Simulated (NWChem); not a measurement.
# InNH2Cl2 (InCl2(NH2)) at 4 levels

Wanted: a comparison of 4 runs (HF/STO-3G, HF/3-21G, B3LYP/def2-SVP, r2SCAN/def2-SVP) of InNH2Cl2 (InCl2(NH2)). 

Program for the calculation: NWChem 7.3.0.

### Step 1. The structure to begin with

InNH2Cl2 has 6 atoms, charge 0, and is taken as a singlet. As SMILES, `[NH2][In]([Cl])[Cl]`. The shape comes from GFN2-xTB, which is rough for such elements, and wasn't checked as a minimum.

Bond lengths: In1–Cl2 2.292 Å, In1–Cl3 2.293 Å, In1–N4 2.055 Å, N4–H5 1.016 Å, N4–H6 1.016 Å. Angles: Cl2–In1–Cl3 119.0°, Cl2–In1–N4 120.4°, Cl3–In1–N4 119.9°, In1–N4–H5 110.8°, In1–N4–H6 111.1°, H5–N4–H6 107.9°.

### Step 2. Energy and gradient at HF/STO-3G (run 1)

mol.nw reads:

```
echo
start mol
title "InCl2(NH2)"
memory total 2200 mb

geometry units angstroms noautosym nocenter noautoz
  In    0.315470    0.702830    0.046490
  Cl    2.583090    0.960880    0.262120
  Cl   -1.014260    2.569070   -0.041060
  N    -0.539330   -1.159000    0.206460
  H    -1.417680   -1.197070   -0.301910
  H     0.072720   -1.876710   -0.172090
end

basis "ao basis" spherical bse
  In library STO-3G
  Cl library STO-3G
  N library STO-3G
  H library STO-3G
end

scf
  thresh 1e-08
  maxiter 80
  noprint "final vectors analysis"
end

task scf gradient
```

On the command line:

```
$ nwchem mol.nw > mol.out
```

What it wrote:

```text
[...]
  functions       =    52
[...]
  wavefunction    = RHF
[...]
         Total SCF energy =  -6647.135052824010
      One-electron energy = -10364.009145774889
      Two-electron energy =   3135.698682784259
 Nuclear repulsion energy =    581.175410166620
        Time for solution =      3.8s
[...]
                         RHF ENERGY GRADIENTS
    atom               coordinates                        gradient
                 x          y          z           x          y          z
   1 In      0.596152   1.328156   0.087853    0.014281   0.029503  -0.009912
   2 Cl      4.881332   1.815800   0.495335    0.008073  -0.000171   0.001858
   3 Cl     -1.916673   4.854838  -0.077592   -0.005815   0.006020   0.000707
   4 N      -1.019186  -2.190192   0.390153   -0.026941  -0.058974  -0.005825
   5 H      -2.679027  -2.262134  -0.570527    0.010389   0.009837   0.007204
   6 H       0.137421  -3.546468  -0.325203    0.000012   0.013785   0.005969
[...]
```

Run time: 6.3 s. Hardware: 1 thread of AMD EPYC 9R45 (Zen 5), shared host; peak memory 0.1 GiB.

### Step 3. Energy and gradient at HF/3-21G (run 2)

mymol.nw reads:

```
start mymol
title "Cl2H2InN hf"
memory 2200 mb

geometry units angstrom noautosym nocenter noautoz
  In     0.315470     0.702830     0.046490
  Cl     2.583090     0.960880     0.262120
  Cl    -1.014260     2.569070    -0.041060
  N     -0.539330    -1.159000     0.206460
  H     -1.417680    -1.197070    -0.301910
  H      0.072720    -1.876710    -0.172090
end

basis spherical bse
  * library 3-21G
end

scf
  thresh 1e-08
  maxiter 80
end

task scf gradient
```

On the command line:

```
$ nwchem mymol.nw > mymol.out
```

What it wrote:

```text
[...]
  functions       =    70
[...]
  wavefunction    = RHF
[...]
         Total SCF energy =  -6684.775834497947
      One-electron energy = -10391.905900039088
      Two-electron energy =   3125.954655374521
 Nuclear repulsion energy =    581.175410166620
        Time for solution =      5.2s
[...]
                         RHF ENERGY GRADIENTS
    atom               coordinates                        gradient
                 x          y          z           x          y          z
   1 In      0.596152   1.328156   0.087853    0.020954   0.044494  -0.009398
   2 Cl      4.881332   1.815800   0.495335   -0.035348  -0.004500  -0.002088
   3 Cl     -1.916673   4.854838  -0.077592    0.020008  -0.029203   0.002596
   4 N      -1.019186  -2.190192   0.390153   -0.012831  -0.021633   0.027843
   5 H      -2.679027  -2.262134  -0.570527    0.002248   0.006353  -0.009454
   6 H       0.137421  -3.546468  -0.325203    0.004969   0.004489  -0.009499
[...]
```

It took 7.8 s on 1 thread of AMD EPYC 9R45 (Zen 5), shared host; peak memory 0.1 GiB.

Run 3 isn't shown in full; the table further down has it.

### Step 4. Energy and forces at r2SCAN/def2-SVP (core potential) (run 4)

nw.xyz reads:

```xyz
6

In     0.315470     0.702830     0.046490
Cl     2.583090     0.960880     0.262120
Cl    -1.014260     2.569070    -0.041060
N     -0.539330    -1.159000     0.206460
H     -1.417680    -1.197070    -0.301910
H      0.072720    -1.876710    -0.172090
```

nw.nw reads:

```
start nw
memory 2200 mb

geometry units angstroms noautosym nocenter noautoz
 load format xyz nw.xyz
end

basis "ao basis" spherical bse
 * library def2-SVP
end

ecp bse
 In library def2-SVP
end

dft
 xc r2scan
 grid xfine
 convergence energy 1e-08
 iterations 100
 mulliken
 print medium
end

task dft gradient
```

On the command line:

```
$ nwchem nw.nw > nw.out
```

What it wrote:

```text
[...]
          Wavefunction type:  closed shell.
          No. of atoms     :     6
          No. of electrons :    64
[...]
          Charge           :     0
          Spin multiplicity:     1
[...]
          AO basis - number of functions:    86
[...]
              XC Information
              --------------
                      r^2SCAN Method XC Functional
               r^2SCAN metaGGA Exchange Functional  1.000
                     r^2SCAN Correlation Potential  1.000
[...]
 d= 0,ls=0.0,diis     1  -1166.1616649647 -1.47D+03  2.29D-02  5.84D-01     2.3
[...]
 d= 0,ls=0.0,diis    10  -1166.2423175862 -8.37D-09  4.48D-07  1.06D-09    18.8
         Total DFT energy =    -1166.242317586204
      One electron energy =    -2278.729331198256
           Coulomb energy =      893.871406267218
    Exchange-Corr. energy =      -80.957384925101
 Nuclear repulsion energy =      299.572992269936
[...]
      Total Density - Mulliken Population Analysis
     ---------------------------------------------
    Atom       Charge   Shell Charges
 -----------   ------   -------------------------------------------------------
    1 In  21    20.34  -0.60  2.60  0.86  0.08  2.78  3.23  0.93  0.22  9.66  0.58
    2 Cl  17    17.27   2.00  1.99  1.24  0.72  5.93  2.12  3.26  0.01
    3 Cl  17    17.27   2.00  1.99  1.24  0.72  5.93  2.12  3.26  0.01
    4 N    7     7.41   1.99  1.02  0.51  2.34  1.55  0.01
    5 H    1     0.85   0.71  0.10  0.05
    6 H    1     0.85   0.70  0.10  0.05
[...]
  wavefunction    = closed shell
                         DFT ENERGY GRADIENTS
    atom               coordinates                        gradient
                 x          y          z           x          y          z
   1 In      0.596152   1.328156   0.087853    0.009169   0.020042  -0.000409
   2 Cl      4.881332   1.815800   0.495335   -0.014444  -0.002365  -0.001328
   3 Cl     -1.916673   4.854838  -0.077592    0.007792  -0.012258   0.000566
   4 N      -1.019186  -2.190192   0.390153   -0.005308  -0.010850  -0.002446
   5 H      -2.679027  -2.262134  -0.570527    0.004829   0.001419   0.002236
   6 H       0.137421  -3.546468  -0.325203   -0.002038   0.004012   0.001381
[...]
```

It took 25 s on 1 thread of AMD EPYC 9R45 (Zen 5), shared host; peak memory 0.14 GiB.

### Step 5. The series

| run | level | iteration cap | module | energy (Eh) | dipole moment (D) | largest force (eV/Å) | wall time |
| --- | --- | --- | --- | --- | --- | --- | --- |
| 1 | HF/STO-3G | 80 | scf | -6647.135053 | 3.25 | 3.347 | 6.3 s |
| 2 | HF/3-21G | 80 | scf | -6684.775834 | 3.96 | 2.575 | 7.8 s |
| 3 | B3LYP/def2-SVP (core potential) | 100 | dft | -1166.348133 | 2.69 | 1.146 | 17 s |
| 4 | r2SCAN/def2-SVP (core potential) | 100 | dft | -1166.242318 | 2.83 | 1.134 | 25 s |

### Step 6. Results

| quantity | value |
| --- | --- |
| run 4: total energy | -1166.24232 Eh |
| run 4: dipole moment | 2.83 D |
| run 4: HOMO energy | -6.79 eV |
| run 4: LUMO energy | -2.66 eV |
| run 4: HOMO–LUMO gap | 4.14 eV |
| run 4: largest force on an atom | 1.134 eV/Å |

The dipole moment (its size) runs from 2.69 D (B3LYP/def2-SVP) to 3.96 D (HF/3-21G). The two ends differ in method and basis and core potential. Totals of different functionals can't be ranked against each other. Some runs of one species differ in core potentials or relativity; totals across that change don't compare. In run 1 the basis is minimal, so the values are rough. In runs 1, 2 relativity is left out where basis or elements ask for it. All runs together took 56 s, the longest 25 s.
